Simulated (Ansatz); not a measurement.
# GeH4OTe: how energies converge with the basis set

The task here is to estimate one member of a computed series from the others.

Method: one geometry, several basis sets; program: Ansatz 0.2.0, Gaussian basis.

Plan: PBE0-D4/def2-SVP; ωB97M-V/def2-SVP; PBE0-D4/def2-QZVPP; ωB97M-V/def2-QZVPP; the functionals' def2-TZVPP values are taken from earlier runs.

## The relaxed structure

The geometry comes from an earlier relaxation with PBE0-D4 in a triple-zeta def2 set; it is a stationary point, not always the lowest conformer. Te takes the def2 core potential; no spin-orbit term is included.

SMILES `[OH][GeH2][TeH]`, 7 atoms, charge 0, spin multiplicity 1.

Atoms are counted from 1 here; the program's logs count them from 0.

Bond lengths: O1–Ge2 1.779 Å, O1–H4 0.960 Å, Ge2–Te3 2.559 Å, Ge2–H5 1.531 Å, Ge2–H6 1.539 Å, Te3–H7 1.657 Å. Angles: Ge2–O1–H4 112.2°, O1–Ge2–Te3 111.2°, O1–Ge2–H5 104.0°, O1–Ge2–H6 110.5°, Te3–Ge2–H5 110.0°, Te3–Ge2–H6 108.1°, H5–Ge2–H6 113.0°, Ge2–Te3–H7 90.8°.

The first run:

Contents of in.yaml:

```yaml
crystal:
  periodic: [false, false, false]
  atoms:
    - {symbol: O, position_ang: [-1.527993, -0.264289, -0.854017]}
    - {symbol: Ge, position_ang: [-0.156712, 0.607737, -0.129271]}
    - {symbol: Te, position_ang: [1.978236, -0.801350, -0.201425]}
    - {symbol: H, position_ang: [-1.561720, -1.182891, -0.576284]}
    - {symbol: H, position_ang: [0.004067, 1.847474, -1.013544]}
    - {symbol: H, position_ang: [-0.452586, 0.950967, 1.341116]}
    - {symbol: H, position_ang: [1.778007, -1.225547, 1.387725]}
basis:
  gaussian: {orbitals: def2-SVP}
hamiltonian: {xc: pbe0, dispersion: d4}
output: {orbitals: {seedname: orbitals}}
```

Launch:

```
$ ansatz run in.yaml --threads 2 --pin off --events-out ev --progress --plain --max-ram 4352MiB
```

Steps of the session up to this table: PBE0-D4 in def2-SVP; ωB97M-V in def2-SVP; PBE0-D4 in def2-QZVPP; ωB97M-V in def2-QZVPP.

One of the session's tables, all rows but one given; the rest of the session is left out.

```
functional       basis  HOMO (eV)
   PBE0-D4    def2-SVP      -6.61
   PBE0-D4  def2-TZVPP      -6.71
   PBE0-D4  def2-QZVPP          ?
   ωB97M-V    def2-SVP      -8.66
   ωB97M-V  def2-TZVPP      -8.79
   ωB97M-V  def2-QZVPP      -8.82
```

**Question.** Estimate the row for PBE0-D4, def2-QZVPP.

The run gave: HOMO (eV): -6.73. In the column «HOMO (eV)» it lies between ωB97M-V, def2-SVP (-8.66) and PBE0-D4, def2-TZVPP (-6.71).
